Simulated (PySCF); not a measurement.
# LiSn: bond curves at several levels of theory

One job finds the state of LiSn, follows it along the bond with each method and fits the curves.

The runs use PySCF 2.14.0; Li aug-cc-pVDZ, Sn aug-cc-pVDZ-PP with ECP28, scalar-relativistic core potentials.

### Step 1. Input

Settings of the job:

| Property | Result |
| --- | --- |
| atoms | Li, Sn |
| charge | 0 |
| basis | Li aug-cc-pVDZ, Sn aug-cc-pVDZ-PP with ECP28 |
| Hamiltonian | scalar-relativistic core potentials |
| basis functions | 55 |
| electrons treated | 25 |
| masses in u | 7.0160, 119.9022 |
| levels | PBE0, PBE, r²SCAN, revPBE, M06-2X, B3LYP, HF, MP2, SCS-MP2, CCSD, CCSD(T) |
| grid | 80 radial by 434 angular points |
| occupations | held fixed by the projection of orbital angular momentum |
| dissociation limit | Li + Sn, each in its ground configuration |
| starting distance in angstrom | 2.635 |
| values of 2S to try | 1, 3 |

Started as:

```sh
> OMP_NUM_THREADS=1 python dia.py task.json out
```

The runs that follow: First curve: PBE0; Other states along the same grid; PBE; r²SCAN (meta-GGA); revPBE (GGA); M06-2X (hybrid meta-GGA); B3LYP (global hybrid GGA); UHF; MP2 and coupled cluster.

Before running it: what results should come out? Wanted: for each run, Re; ωe; De; μ.

The runs gave:

Lowest PBE0 solution found, without spin–orbit coupling: ⁴Σ⁻ (quartet), unpaired electrons σ ↑, π ↑↑. State 2 has its PBE0 minimum 0.37 eV higher. State 3 has its PBE0 minimum 0.52 eV higher, as a spin-mixed determinant (⟨S²⟩ = 1.76), so this is no gap between pure states. State 4 has its PBE0 minimum 0.56 eV higher, as a spin-mixed determinant (⟨S²⟩ = 1.76), so this is no gap between pure states. The other levels ran on the lowest alone.

```
      level  Re (Å)  ωe (cm⁻¹)  De (eV)  μ (D)
        UHF   2.631        358     1.06  -6.52
    UHF-MP2   2.606        362     1.51    n/a
UHF-SCS-MP2   2.600        361     1.37    n/a
   UHF-CCSD   2.608        357     1.47    n/a
UHF-CCSD(T)   2.610        357     1.50    n/a
        PBE   2.612        350     1.49  -5.24
     revPBE   2.629        345     1.40  -5.27
     r²SCAN   2.604        358     1.67  -5.82
      B3LYP   2.601        353     1.35  -5.53
       PBE0   2.595        362     1.49  -5.67
     M06-2X   2.592        373      n/a  -6.23
```

De is counted to Li + Sn in their ground configurations. A positive dipole means Li(−)Sn(+).

Differences from CCSD(T) in the same basis:

```
      level  Re (mÅ)  ωe (%)
        UHF      +20    +0.2
    UHF-MP2       -5    +1.6
UHF-SCS-MP2      -10    +1.2
   UHF-CCSD       -2     0.0
        PBE       +1    -1.9
     revPBE      +18    -3.2
     r²SCAN       -7    +0.5
      B3LYP       -9    -0.9
       PBE0      -15    +1.5
     M06-2X      -19    +4.7
```

What this shows: Judged by CCSD(T) in the same basis: best bond length PBE (+1 mÅ), worst UHF (+20 mÅ); best wavenumber UHF-CCSD (0.0 %), worst M06-2X (+4.7 %). CCSD(T) in a basis this small is itself some way from its limit, more so than the functionals. Of the levels with a De here, UHF gives the least (1.06 eV) and r²SCAN the most (1.67 eV).

Correlated steps freeze 4 core orbitals. These are scalar-relativistic numbers at best; spin–orbit coupling would shift them, the dissociation energy most.
